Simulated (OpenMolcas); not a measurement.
# C2H2Se (SMILES C=C=[Se]) at RI-MP2/def2-SV(P) (RICD fitting)

We compute a geometry optimisation of C2H2Se. 

Program for the calculation: OpenMolcas 26.06.

7 further runs of the same task are left out: 2 that didn't finish, 5 set aside as unsound or not needed.

**1. The system as given**

C2H2Se has 5 atoms, charge 0, and is taken as a singlet. SMILES: `C=C=[Se]`. All atoms were displaced at random from a relaxed shape. The run starts from this shape.

Bond lengths: C1–C2 1.304 Å, C2–Se3 1.689 Å, C1–H4 1.074 Å, C1–H5 1.033 Å. Angles: C1–C2–Se3 179.5°, C2–C1–H4 119.4°, C2–C1–H5 122.1°, H4–C1–H5 118.2°.

**2. A geometry optimisation at RI-MP2/def2-SV(P) (RICD fitting)**

File test.inp:

```
* C2H2Se RI-MP2
>>> EXPORT MOLCAS_PRINT=2

&GATEWAY
 BasLib = $CurrDir
 Coord
 5
 angstrom
 C        0.441043      -0.447177      -0.198435
 C       -0.442281       0.441510       0.160987
 Se      -1.594878       1.581719       0.634337
 H        1.316624      -0.134035      -0.736505
 H        0.370208      -1.438666       0.084449
 Basis = def2-SVP
 Group = NoSym
 RICD
>>> EXPORT MOLCAS_MAXITER=40
>>> Do While

&SEWARD

&SCF
 PrOrbitals = 0

&MBPT2
 Frozen = 11
 Grdt

&SLAPAF
>>> EndDo
```

The basis set def2-SV(P) is read from a file made from the Basis Set Exchange's data (not shown).

Started as:

```console
$ export MOLCAS_MEM=1860
$ pymolcas test.inp > test.log
```

**Question.** What will come out? Wanted: total energy at the end; dipole moment; HOMO energy; LUMO energy; HOMO–LUMO gap; correlation energy.

Answer, from the run:

Level: RI-MP2/def2-SV(P) (RICD fitting), 11 core orbitals frozen.

| quantity | value |
| --- | --- |
| total energy at the end | -2476.79308 Eh |
| dipole moment (mean-field density) | 1.49 D |
| HOMO energy (Hartree–Fock orbitals) | -8.58 eV |
| LUMO energy (Hartree–Fock orbitals) | 1.31 eV |
| HOMO–LUMO gap (Hartree–Fock orbitals) | 9.89 eV |
| correlation energy (11 core orbitals frozen) | -480.5 mEh |

What this shows: At the final geometry: Bond lengths: C1–C2 1.323 Å, C2–Se3 1.698 Å, C1–H4 1.098 Å, C1–H5 1.098 Å. Angles: C1–C2–Se3 180.0°, C2–C1–H4 120.7°, C2–C1–H5 120.7°, H4–C1–H5 118.6°. The optimisation took 9 steps and changed the energy by -0.114 eV. Mulliken charges of the mean-field density run from -0.46 on C1 to +0.21 on H4; they depend strongly on the basis.
